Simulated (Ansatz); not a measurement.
# LaMg, space group Pmma: a convergence test of the plane-wave cutoff

Computed with Ansatz 0.2.0 through its Python package.

Run as a notebook:

**Cell 1**
```python
import csv
import warnings

import ansatz as az
```

**Cell 2**
```python
warnings.simplefilter("ignore", az.DeckWarning)
```

**Cell 3**
```python
structure = (
    az.Lattice.orthorhombic(5.61547, 3.80146, 5.78901)
    .space_group(51, hermann_mauguin="Pmma")
    .atom("La", (0.75, 0.0, 0.7931))
    .atom("Mg", (0.25, 0.5, 0.69324))
)
```

**Cell 4**
```python
model = structure.calculation()
model = model.functional(az.Functional.R2SCAN)
model = model.kpoints(length=24).occupations("Methfessel-Paxton", width=0.05)
```

**Cell 5**
```python
rows = []
for value in [250, 350, 450, 550]:
    report = model.basis(value).run(threads=1, pin="off").report
    rows.append((value, report["free_energy_ev"] / len(report["lattice"]["sites"]), report["n_iterations"], report["n_pw"]))
```

**Cell 6**
```python
with open("ecut.csv", "w", newline="") as handle:
    writer = csv.writer(handle)
    writer.writerow(["cutoff (eV)", "F/atom (eV)", "iterations", "plane waves"])
    writer.writerows([round(v, 5) if isinstance(v, float) else v for v in row] for row in rows)
```

**Cell 7**
```python
# the last row is the reference
for row in rows[:-1]:
    shift = 1000 * (row[1] - rows[-1][1])
    print(f"{row[0]}: {shift:+.2f} meV/atom" + ("  (within 2 meV)" if abs(shift) < 2 else ""))
```
Output:
```text
250: +255.91 meV/atom
350: +5.83 meV/atom
450: +1.57 meV/atom  (within 2 meV)
```

`ecut.csv`, as written:
```csv
cutoff (eV),F/atom (eV),iterations,plane waves
250,-4095.39977,8,1125
350,-4095.64985,7,1859
450,-4095.65411,8,2675
550,-4095.65568,8,3605
```

From 450 eV on it stays within 2 meV an atom of the value at 550 eV; the first row (250 eV) is off by 255.9 meV and the last but one by 1.57 meV. The energy falls steadily, as expected when plane waves are added.

Caveats:
- The mesh is modest for a metal, so energies can be off by several to tens of meV an atom and pressures by half a GPa or more; differences at equal mesh fare better.
- This cell is a computed structure, which may not be the phase found in nature.
- Shifts are counted from the last row, which is itself no proven limit.
- The script silences the warnings on its input, which a real study should read.
- Run time: 15 s on 1 thread of AMD EPYC 9R45 (Zen 5), with other jobs on the host, peak memory 0.72 GiB.
